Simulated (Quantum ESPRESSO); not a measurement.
PtSe:

```
Pt Se
1.0
     3.70187    0.00000    0.00000
    -1.85094    3.20591    0.00000
     0.00000    0.00000    3.61284
Pt Se
1 1
Cartesian
  0.0000 0.0000 0.0000
  1.8509 1.0686 1.8064
```

The cell comes from a database or a generator and needn't be the stable form of this composition.

Base run:

| Property | Result |
| --- | --- |
| Program | Quantum ESPRESSO 7.5 |
| Functional | PBE |
| Potentials or basis | GBRV 1.5 PBE |
| Cutoff | 612 eV |
| Density cutoff | 4898 eV |
| k mesh | 6 × 6 × 5 |
| Occupations | gaussian, width 0.05 eV |
| Spin | collinear spin, ferromagnetic start |
| Starting moments | [2.0, 0.0] μB |
| Hubbard terms | Pt d U = 2 eV |

Its results: band gap on the k mesh none (metal or under the smearing width); pressure -11.7 GPa; net moment 0.00 μB per cell.

Problem. After a change of settings the same cell gave: band gap on the k mesh none (metal or under the smearing width); pressure -9.9 GPa; net moment 0.00 μB per cell. Which change was it?
A. hubbard terms from Pt d U = 2 eV to Pt d U = 4 eV
B. hubbard terms from Pt d U = 2 eV to Pt d U = 8 eV
C. hubbard terms from Pt d U = 2 eV to none

Solution. B.
